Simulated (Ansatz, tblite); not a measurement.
# The cluster As3P5−: one state, many levels

One table from this session's results is given with a row withheld; the runs are named, their logs left out.

Program: Ansatz 0.2.0, Gaussian basis. Level of theory: as each input shows. These are calculated values, not measurements.

Plan: GFN1-xTB, GFN2-xTB, PBE-D4/def2-TZVPD, r2SCAN-D4/def2-TZVPD, LC-ωPBE/def2-TZVPD, r2SCAN0-D4/def2-TZVPD, PBE-D4/def2-SVPD, PBE0-D4/def2-SVPD, HF/6-31G, B3LYP-D4/6-31G, MP2/def2-SVPD.

2 further runs of the same task are left out: 2 set aside as unsound or not needed. Runs told in other sessions of the task aren't counted.

### The geometry

The doublet was relaxed beforehand with PBE-D4/def2-SVP. At that level it is the lowest of the isomers that a small search found.

8 atoms, charge -1, spin multiplicity 2.

Bond lengths: P1–P4 2.157 Å, P1–As6 2.294 Å, P2–P3 2.262 Å, P2–As7 2.354 Å, P2–As8 2.405 Å, P3–P4 2.172 Å, P3–P5 2.260 Å, P5–As6 2.396 Å, P5–As8 2.435 Å, As6–As7 2.496 Å, As7–As8 2.519 Å. Angles: P4–P1–As6 106.9°, P3–P2–As7 105.9°, P3–P2–As8 86.1°, As7–P2–As8 63.9°, P2–P3–P4 106.0°, P2–P3–P5 94.7°, P4–P3–P5 107.4°, P1–P4–P3 107.8°, P3–P5–As6 97.2°, P3–P5–As8 85.5°, As6–P5–As8 88.5°, P1–As6–P5 102.7°, P1–As6–As7 101.2°, P5–As6–As7 90.4°, P2–As7–As6 101.8°, P2–As7–As8 59.0°, As6–As7–As8 84.4°, P2–As8–P5 86.8° and more.

The ion is computed in the gas phase, without counter-ions or solvent.

PBE0-D4/def2-TZVPD was run before; its log isn't repeated, and its numbers join the tables.

The first run:

Tight binding, by tblite at 300 K electronic temperature and without a spin-polarisation term:

```python
tblite.interface.Calculator('GFN1-xTB', numbers, positions, charge=-1, uhf=1).singlepoint()
```

Tight binding, by tblite at 300 K electronic temperature and without a spin-polarisation term:

```python
tblite.interface.Calculator('GFN2-xTB', numbers, positions, charge=-1, uhf=1).singlepoint()
```

start.molden holds the orbitals of an earlier run on this state, given as this run's starting guess.

Input file in.yaml:

```yaml
crystal:
  periodic: [false, false, false]
  atoms:
    - {symbol: P, position_ang: [0.806171, -2.321887, 0.825813]}
    - {symbol: P, position_ang: [0.813314, 1.877208, 0.193664]}
    - {symbol: P, position_ang: [-0.744673, 0.762048, 1.395602]}
    - {symbol: P, position_ang: [0.301820, -0.883076, 2.352019]}
    - {symbol: P, position_ang: [-1.809618, -0.074854, -0.412945]}
    - {symbol: As, position_ang: [-0.053959, -1.529958, -1.147884]}
    - {symbol: As, position_ang: [1.423133, 0.437740, -1.565728]}
    - {symbol: As, position_ang: [-0.736178, 1.732779, -1.640542]}
basis:
  gaussian: {orbitals: def2-TZVPD, initial_orbitals: start.molden}
total_charge: -1
magnetization: {spin_polarized: true, initial_magnetization: 1}
hamiltonian: {xc: pbe, dispersion: d4}
scf: {omitted_lower_state_checks: [starts]}
output: {forces: true, orbitals: {seedname: orbitals}}
```

Launch:

```bash
ansatz run in.yaml --threads 4 --pin off --events-out ev --progress --plain --max-ram 6963MiB
```

Steps of the session up to this table: PBE-D4/def2-TZVPD; r2SCAN-D4/def2-TZVPD; LC-ωPBE/def2-TZVPD; r2SCAN0-D4/def2-TZVPD; PBE-D4/def2-SVPD; PBE0-D4/def2-SVPD; HF/6-31G; B3LYP-D4/6-31G; MP2/def2-SVPD.

One table of the session follows, with a row left open; its other results are not shown here.

It belongs to the step «Levels side by side». 

| level | HOMO (eV) | LUMO (eV) | gap (eV) |
| --- | --- | --- | --- |
| HF/6-31G | -3.44 | 3.43 | 6.87 |
| PBE-D4/def2-SVPD | -0.14 | 0.35 | 0.49 |
| PBE-D4/def2-TZVPD | -0.26 | 0.24 | 0.50 |
| r2SCAN-D4/def2-TZVPD | ? | ? | ? |
| B3LYP-D4/6-31G | -0.88 | 0.70 | 1.58 |
| PBE0-D4/def2-SVPD | -0.93 | 1.04 | 1.97 |
| PBE0-D4/def2-TZVPD | -1.03 | 0.95 | 1.98 |
| r2SCAN0-D4/def2-TZVPD | -1.21 | 1.01 | 2.22 |
| LC-ωPBE/def2-TZVPD | -3.23 | 2.85 | 6.08 |

Q: Estimate the row for r2SCAN-D4/def2-TZVPD from the others.

The run gave: HOMO (eV): -0.46; LUMO (eV): 0.35; gap (eV): 0.80. In the column «HOMO (eV)» it lies between B3LYP-D4/6-31G (-0.88) and PBE-D4/def2-TZVPD (-0.26).
